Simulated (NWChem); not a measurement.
# One shape, several levels: KNH2 (SMILES [NH2][K])

Aim: a comparison of 5 runs (HF/def2-SVP, HF/6-31G*, PBE/def2-SVP, B3LYP/6-31G*, TPSS/6-311G**) of KNH2. 

Program for the calculation: NWChem 7.3.0.

## 1. The system as given

KNH2: 4 atoms, total charge 0, spin state singlet. SMILES: `[NH2][K]`. The shape is that of a PBE0-D4/def2-TZVP optimisation.

Bond lengths: N1–K2 2.387 Å, N1–H3 1.018 Å, N1–H4 1.018 Å. Angles: K2–N1–H3 128.4°, K2–N1–H4 128.4°, H3–N1–H4 103.1°.

## 2. Energy and forces at HF/def2-SVP (run 1)

h2kn.xyz reads:

```xyz
4

N     -0.218900     0.035500    -0.153100
K      1.762300    -0.394400     1.107100
H     -1.148700    -0.357700    -0.023700
H     -0.339300     0.656400    -0.950600
```

h2kn.nw reads:

```
start h2kn
memory stack 880 mb heap 220 mb global 1100 mb

geometry units angstroms noautosym nocenter noautoz
 load h2kn.xyz
end

basis spherical bse
 * library def2-SVP
end

scf
 thresh 1e-08
 maxiter 80
end

task scf gradient
```

Run with:

```
$ nwchem h2kn.nw > h2kn.out
```

Output:

```text
[...]
  functions       =    48
[...]
  wavefunction    = RHF
[...]
         Total SCF energy =   -654.611559131643
      One-electron energy =   -988.114408367012
      Two-electron energy =    289.969555301588
 Nuclear repulsion energy =     43.533293933781
        Time for solution =      1.9s
[...]
                         RHF ENERGY GRADIENTS
    atom               coordinates                        gradient
                 x          y          z           x          y          z
   1 N      -0.413661   0.067085  -0.289317    0.005550  -0.001237   0.003575
   2 K       3.330264  -0.745308   2.092116   -0.003872   0.000839  -0.002463
   3 H      -2.170728  -0.675955  -0.044787   -0.003146  -0.002715   0.002114
   4 H      -0.641184   1.240416  -1.796374    0.001467   0.003113  -0.003227
[...]
```

Run time: 3.3 s. Hardware: 1 thread of Intel Xeon 6975P-C (Granite Rapids), shared host; peak memory 0.097 GiB.

## 3. Energy and gradient at HF/6-31G(d) (spherical functions) (run 2)

test.xyz reads:

```xyz
4

N     -0.218900     0.035500    -0.153100
K      1.762300    -0.394400     1.107100
H     -1.148700    -0.357700    -0.023700
H     -0.339300     0.656400    -0.950600
```

run.py reads:

```python
from ase.io import read
from ase.calculators.nwchem import NWChem

atoms = read('test.xyz')

calc = NWChem(
    label='test',
    theory='scf',
    memory='2200 mb',
    basis='6-31G*',
    basispar='spherical bse',
    scf={'nopen': '0', 'rhf': None, 'thresh': '1e-08', 'maxiter': '80'},
)
atoms.calc = calc

forces = atoms.get_forces()
print("Total energy (eV):", round(atoms.get_potential_energy(), 6))
print("forces (eV/A):")
for s, f in zip(atoms.symbols, forces):
    print(f"{s:2s} {f[0]:10.5f} {f[1]:10.5f} {f[2]:10.5f}")
print("dipole (e A):", atoms.get_dipole_moment().round(4))
```

Run with:

```
$ export ASE_NWCHEM_COMMAND="nwchem PREFIX.nwi > PREFIX.nwo"
$ python run.py
```

Output:

```text
Total energy (eV): -17815.231065
forces (eV/A):
N    -0.40829    0.09019   -0.26194
K     0.06495   -0.01404    0.04129
H     0.32874    0.15997   -0.07101
H     0.01460   -0.23608    0.29167
dipole (e A): [ 1.2839 -0.2787  0.8167]
```

The calculator wrote test.nwi:

```
title "test"

permanent_dir test

scratch_dir test

start test

geometry units angstrom nocenter noautosym noautoz
  N  -2.1890000000000001e-01 3.5499999999999997e-02 -1.5310000000000001e-01
  K  1.7623000000000000e+00 -3.9439999999999997e-01 1.1071000000000000e+00
  H  -1.1487000000000001e+00 -3.5770000000000002e-01 -2.3699999999999999e-02
  H  -3.3929999999999999e-01 6.5639999999999998e-01 -9.5060000000000000e-01
end

memory 2200 mb

basis spherical bse noprint
   * library 6-31G*
end

scf
  nopen 0
  rhf
  thresh 1e-08
  maxiter 80
end

task scf gradient
```

test.nwo:

```text
Northwest Computational Chemistry Package (NWChem) 7.3.0
             --------------------------------------------------------

           Job information
           ---------------

    nwchem branch   = 7.3.0
    use scalapack   = T
    input           = test.nwi
    prefix          = test.
    data base       = test/test.db
    status          = startup
    nproc           =        1

           Memory information
           ------------------

    heap     =     72089596 doubles =      550.0 Mbytes
    stack    =     72089601 doubles =      550.0 Mbytes
    global   =    144179200 doubles =     1100.0 Mbytes (distinct from heap & stack)
    total    =    288358397 doubles =     2200.0 Mbytes
    verify   = yes
    hardfail = no

[... 121 lines left out ...]
 Convergence threshold     :          1.000E-08
[... 14 lines left out ...]
       Final RHF  results
[... 3 lines left out ...]
      One-electron energy =   -988.213613888354
[... 1 line left out ...]
 Nuclear repulsion energy =     43.533293933781
[... 32 lines left out ...]
                       ROHF Final Molecular Orbital Analysis
[... 282 lines left out ...]
  wavefunction    =   RHF

                         RHF ENERGY GRADIENTS

    atom               coordinates                        gradient
                 x          y          z           x          y          z
   1 N      -0.413661   0.067085  -0.289317    0.007940  -0.001754   0.005094
   2 K       3.330264  -0.745308   2.092116   -0.001263   0.000273  -0.000803
   3 H      -2.170728  -0.675955  -0.044787   -0.006393  -0.003111   0.001381
   4 H      -0.641184   1.240416  -1.796374   -0.000284   0.004591  -0.005672

                 ----------------------------------------
                 |  Time  |  1-e(secs)   |  2-e(secs)   |
                 ----------------------------------------
                 |  CPU   |       0.00   |       1.65   |
                 ----------------------------------------
                 |  WALL  |       0.00   |       1.65   |
                 ----------------------------------------

 Task  times  cpu:        7.9s     wall:        7.9s
 Total times  cpu:        7.9s     wall:        7.9s
```

Run time: 9 s. Hardware: 1 thread of Intel Xeon 6975P-C (Granite Rapids), shared host; peak memory 0.096 GiB.

Runs 3 to 4 aren't shown in full; the table further down has their settings and results.

## 4. Energy and forces at TPSS/6-311G(d,p) (run 5)

mymol.nw reads:

```
start mymol
memory stack 880 mb heap 220 mb global 1100 mb

geometry noautosym nocenter noautoz
  N    -0.218900    0.035500   -0.153100
  K     1.762300   -0.394400    1.107100
  H    -1.148700   -0.357700   -0.023700
  H    -0.339300    0.656400   -0.950600
end

basis spherical bse
  * library 6-311G**
end

dft
  xc xtpss03 ctpss03
  grid xfine
  convergence energy 1e-08
  maxiter 100
  mulliken
end

task dft gradient
```

Run with:

```
$ nwchem mymol.nw > mymol.out
```

Output:

```text
[...]
          Wavefunction type:  closed shell.
          No. of atoms     :     4
          No. of electrons :    28
[...]
          Charge           :     0
          Spin multiplicity:     1
[...]
          AO basis - number of functions:    69
[...]
              XC Information
              --------------
                  TPSS metaGGA Exchange Functional  1.000
             TPSS03 metaGGA Correlation Functional  1.000
[...]
 d= 0,ls=0.0,diis     1   -655.7837877137 -6.99D+02  3.92D-02  1.66D+00     1.2
[...]
 d= 0,ls=0.5,diis    49   -655.8996093164 -9.44D-09  1.11D-06  7.95D-08    47.5
         Total DFT energy =     -655.899609323490
      One electron energy =     -988.303959346293
           Coulomb energy =      330.091730251299
    Exchange-Corr. energy =      -41.220674162277
 Nuclear repulsion energy =       43.533293933781
[...]
      Total Density - Mulliken Population Analysis
     ---------------------------------------------
    Atom       Charge   Shell Charges
 -----------   ------   -------------------------------------------------------
    1 N    7     7.88   1.10  0.90  0.78  0.86  1.64  0.82  1.77  0.01
    2 K   19    18.41   0.71  1.26  0.98  0.99  0.94  1.11  0.17 -0.04  0.30  5.54  1.26  3.08  1.77  0.17  0.06  0.02  0.10
    3 H    1     0.86   0.28  0.42  0.11  0.04
    4 H    1     0.86   0.28  0.42  0.11  0.04
[...]
  wavefunction    = closed shell
                         DFT ENERGY GRADIENTS
    atom               coordinates                        gradient
                 x          y          z           x          y          z
   1 N      -0.413661   0.067085  -0.289317   -0.010035   0.002142  -0.006345
   2 K       3.330264  -0.745308   2.092116    0.002829  -0.000614   0.001801
   3 H      -2.170728  -0.675955  -0.044787    0.006544   0.002898  -0.001068
   4 H      -0.641184   1.240416  -1.796374    0.000662  -0.004426   0.005612
[...]
```

It took 52 s on 1 thread of Intel Xeon 6975P-C (Granite Rapids), shared host; peak memory 0.12 GiB.

## 5. All runs side by side

| run | level | iteration cap | module | energy (Eh) | dipole moment (D) | HOMO energy (eV) | LUMO energy (eV) | wall time |
| --- | --- | --- | --- | --- | --- | --- | --- | --- |
| 1 | HF/def2-SVP | 80 | scf | -654.611559 | 7.57 | -6.26 | 0.09 | 3.3 s |
| 2 | HF/6-31G* (spherical functions) | 80 | scf | -654.697671 | 7.43 | -6.34 | 0.01 | 9 s |
| 3 | PBE/def2-SVP | 100 | dft | -655.441611 | 6.26 | -2.00 | -1.50 | 35 s |
| 4 | B3LYP/6-31G* (spherical functions) | 100 | dft | -655.835229 | 6.63 | -3.21 | -1.21 | 11 s |
| 5 | TPSS/6-311G** | 100 | dft | -655.899609 | 6.30 | -2.17 | -1.41 | 52 s |

## 6. Results

| quantity | value |
| --- | --- |
| run 5: total energy | -655.89961 Eh |
| run 5: dipole moment | 6.30 D |
| run 5: HOMO energy | -2.17 eV |
| run 5: LUMO energy | -1.41 eV |
| run 5: HOMO–LUMO gap | 0.75 eV |
| run 5: largest force on an atom | 0.620 eV/Å |

The dipole moment (its size) runs from 6.26 D (PBE/def2-SVP) to 7.57 D (HF/def2-SVP). The HOMO–LUMO gap runs from 0.50 eV (PBE/def2-SVP) to 6.36 eV (HF/6-31G*). The two ends differ in method and basis. Totals of different functionals can't be ranked against each other. All runs together took 1.8 min, the longest 52 s.
